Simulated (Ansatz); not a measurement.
# BrCl₂FSn: up Jacob's ladder to CCSD(T)

One table from this session's results is given with a row withheld; the runs are named, their logs left out.

Computed with Ansatz 0.2.0, Gaussian basis. Level: functionals in def2-TZVPP, the program's frozen cores in correlated methods.

The runs, in order: LDA (SPW92), PBE-D4, revPBE-D4, BLYP-D4, r2SCAN-D4, B97M-V, PBE0-D4, B3LYP-D4, r2SCANh-D4, r2SCAN0-D4, HSE06-D4, BHLYP-D4, CAM-B3LYP-D4, LC-ωPBE, ωB97X-V, ωB97M-V, B2PLYP, PBE-QIDH; CCSD(T)/def2-SVP; CCSD(T)/def2-TZVPP; MP2/def2-QZVPP; extrapolation to the limit; RPA on PBE.

## The relaxed structure

All runs share one geometry, relaxed beforehand with PBE0-D4 in a triple-zeta def2 set. Sn takes the def2 core potential; no spin-orbit term is included.

SMILES `[F][Sn]([Cl])([Cl])[Br]`, 5 atoms, charge 0, spin multiplicity 1.

Atoms are counted from 1 here; the program's logs count them from 0.

Bond lengths: F1–Sn2 1.894 Å, Sn2–Cl3 2.283 Å, Sn2–Cl4 2.283 Å, Sn2–Br5 2.426 Å. Angles: F1–Sn2–Cl3 106.8°, F1–Sn2–Cl4 106.8°, F1–Sn2–Br5 107.9°, Cl3–Sn2–Cl4 110.7°, Cl3–Sn2–Br5 112.2°, Cl4–Sn2–Br5 112.2°.

The first run:

The input, in.yaml:

```yaml
crystal:
  periodic: [false, false, false]
  atoms:
    - {symbol: F, position_ang: [-0.499577, -0.160962, 1.845085]}
    - {symbol: Sn, position_ang: [-0.000153, -0.031686, 0.022882]}
    - {symbol: Cl, position_ang: [1.885286, -1.292540, -0.234598]}
    - {symbol: Cl, position_ang: [-1.724906, -0.897897, -1.196068]}
    - {symbol: Br, position_ang: [0.389350, 2.309485, -0.478700]}
basis:
  gaussian: {orbitals: def2-TZVPP}
hamiltonian: {xc: lda}
output: {orbitals: {seedname: orbitals}}
```

Among the steps run: LDA; PBE-D4 (GGA); revPBE-D4 (GGA); BLYP-D4 (GGA); r2SCAN-D4 (meta-GGA); B97M-V (meta-GGA); PBE0-D4 (hybrid); B3LYP-D4 (hybrid); r2SCANh-D4 (hybrid); r2SCAN0-D4 (hybrid); HSE06-D4 (hybrid); BHLYP-D4 (hybrid); CAM-B3LYP-D4 (range-separated); LC-ωPBE-D4 (range-separated; the results give it without D4); ωB97X-V (range-separated); ωB97M-V (range-separated); B2PLYP (double hybrid); PBE-QIDH (double hybrid).

One table of the session follows, with a row left open; its other results are not shown here.

It belongs to the step «Frontier levels by functional». 

| functional | HOMO (eV) | LUMO (eV) | gap (eV) |
| --- | --- | --- | --- |
| LDA (SPW92) | -8.27 | -4.49 | 3.78 |
| PBE-D4 | -8.10 | -4.15 | 3.95 |
| revPBE-D4 | ? | ? | ? |
| BLYP-D4 | -7.91 | -4.08 | 3.83 |
| r2SCAN-D4 | -8.48 | -4.00 | 4.48 |
| B97M-V | -8.54 | -3.86 | 4.68 |
| PBE0-D4 | -9.46 | -3.28 | 6.18 |
| B3LYP-D4 | -9.17 | -3.57 | 5.59 |
| r2SCANh-D4 | -8.97 | -3.68 | 5.29 |
| r2SCAN0-D4 | -9.70 | -3.19 | 6.51 |
| HSE06-D4 | -9.06 | -3.65 | 5.41 |
| BHLYP-D4 | -10.63 | -2.32 | 8.31 |
| CAM-B3LYP-D4 | -10.79 | -2.29 | 8.50 |
| LC-ωPBE | -12.23 | -1.05 | 11.18 |
| ωB97X-V | -11.85 | -1.15 | 10.70 |
| ωB97M-V | -11.68 | -1.23 | 10.45 |

**Question.** Estimate the row for revPBE-D4.

The run gave: HOMO (eV): -8.04; LUMO (eV): -4.03; gap (eV): 4.01. In the column «HOMO (eV)» it lies between PBE-D4 (-8.10) and BLYP-D4 (-7.91).
